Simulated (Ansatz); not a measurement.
# C₂HFI₂: how energies converge with the basis set

One table from this session's results is given with a row withheld; the runs are named, their logs left out.

Computed with Ansatz 0.2.0, Gaussian basis. Level: one geometry, several basis sets.

The runs, in order: PBE0-D4/def2-SVP; ωB97M-V/def2-SVP; PBE0-D4/def2-QZVPP; ωB97M-V/def2-QZVPP; the functionals' def2-TZVPP values are taken from earlier runs.

## The geometry

All runs share one geometry, relaxed beforehand with PBE0-D4 in a triple-zeta def2 set. I takes the def2 core potential; no spin-orbit term is included.

SMILES `FC=C(I)I`, 6 atoms, charge 0, spin multiplicity 1.

Atoms are counted from 1 here; the program's logs count them from 0.

Bond lengths: F1–C2 1.328 Å, C2–C3 1.325 Å, C2–H6 1.084 Å, C3–I4 2.067 Å, C3–I5 2.072 Å. Angles: F1–C2–C3 122.5°, F1–C2–H6 113.4°, C3–C2–H6 124.2°, C2–C3–I4 121.7°, C2–C3–I5 118.9°, I4–C3–I5 119.4°.

Set-up of the first run:

in.yaml reads:

```yaml
crystal:
  periodic: [false, false, false]
  atoms:
    - {symbol: F, position_ang: [0.093532, -1.290470, 1.336119]}
    - {symbol: C, position_ang: [0.206853, -0.103759, 0.751750]}
    - {symbol: C, position_ang: [-0.116263, 0.097583, -0.517752]}
    - {symbol: I, position_ang: [-0.831452, -1.430060, -1.711622]}
    - {symbol: I, position_ang: [0.104344, 1.996021, -1.318231]}
    - {symbol: H, position_ang: [0.584987, 0.666684, 1.413536]}
basis:
  gaussian: {orbitals: def2-SVP}
hamiltonian: {xc: pbe0, dispersion: d4}
output: {orbitals: {seedname: orbitals}}
```

On the command line:

```console
ansatz run in.yaml --threads 4 --pin off --events-out ev --progress --plain --max-ram 10444MiB
```

Steps of the session up to this table: PBE0-D4 in def2-SVP; ωB97M-V in def2-SVP; PBE0-D4 in def2-QZVPP; ωB97M-V in def2-QZVPP.

One table of the session follows, with a row left open; its other results are not shown here.

It belongs to the step «Density functionals: the series». 

| functional | basis | HOMO (eV) | LUMO (eV) |
| --- | --- | --- | --- |
| PBE0-D4 | def2-SVP | -6.97 | -1.60 |
| PBE0-D4 | def2-TZVPP | -7.05 | -1.76 |
| PBE0-D4 | def2-QZVPP | -7.07 | -1.80 |
| ωB97M-V | def2-SVP | -9.04 | 0.52 |
| ωB97M-V | def2-TZVPP | ? | ? |
| ωB97M-V | def2-QZVPP | -9.15 | 0.17 |

Q: Estimate the row for ωB97M-V, def2-TZVPP from the others.

The run gave: HOMO (eV): -9.13; LUMO (eV): 0.24. In the column «HOMO (eV)» it lies between ωB97M-V, def2-QZVPP (-9.15) and ωB97M-V, def2-SVP (-9.04).
